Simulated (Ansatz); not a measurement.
# Ti₃Zn, space group Pm-3m: a comparison of functionals at one structure

Program: the Ansatz DFT code, driven from Python.

Run as a notebook:

**Cell 1**
```python
import ansatz as az
import pandas as pd
```

**Cell 2**
```python
cell = (
    az.Lattice.cubic(4.003752)
    .space_group(221)
    .atom("Ti", (0.0, 0.5, 0.5))
    .atom("Zn", (0.0, 0.0, 0.0))
)
```

**Cell 3**
```python
[site.symbol for site in cell.resolved().sites]
```
Output:
```text
['Ti', 'Ti', 'Ti', 'Zn']
```

**Cell 4**
```python
calc = (
    cell.calculation()
    .occupations(az.OccupationsMethod.METHFESSEL_PAXTON, width=0.02)
    .basis(260)
    .scf(max_iterations=60, extra_bands=8)
    .pseudopotentials("paw")
    .kpoints(length=12)
    .forces()  # eV per angstrom
    .stress()
)

rows = []
for value in ["blyp", "lda", "pbesol"]:
    data = calc.functional(value).run().report
    rows.append((value, data["free_energy_ev"] / len(data["lattice"]["sites"]), data["n_iterations"], sum(data["stress_gpa"][i][i] for i in range(3)) / 3, max(abs(f) for row in data["forces_ev_ang"] for f in row), data["n_kpoints"]))
```
Output:
```text
DeckWarning: basis.ecutwfc = 260 eV is below the records' recommended 420 eV, and the density's cutoff is lower with it unless basis.ecutrho_ratio is high enough to keep the records' density cutoff: compare with a run at a higher cutoff
```

**Cell 5**
```python
table = pd.DataFrame(rows, columns=["functional", "F/atom (eV)", "iterations", "P (GPa)", "max component (eV/A)", "k-points"])
table.round(5)
```
Output:
```text
  functional  F/atom (eV)  iterations   P (GPa)  max component (eV/A)  k-points
0       blyp  -2710.91224           8   2.53475                   0.0         4
1        lda  -2648.67037           8 -10.04132                   0.0         4
2     pbesol  -2675.07172           8  -5.31155                   0.0         4
```

The cutoff lies under the one recommended for these potentials. The run is spin-unpolarised. Under the recommended cutoff a pressure can be off by several GPa, even in sign. Energy and stress may still move on a finer k-point mesh. Forces vanish by symmetry here and test nothing. Pressure is positive in compression. The structure comes from a database of computed cells and needn't be a stable or known phase. Warnings are shown shortened and without file and line. Total energies of different functionals can't be compared; pressures, moments and gaps at this one structure can. It ran for 2.8 s on 1 thread of Arm Neoverse V2, on a shared host, peak memory 0.29 GiB.

(Lines on the test bed's own set-up are left out of the output.)
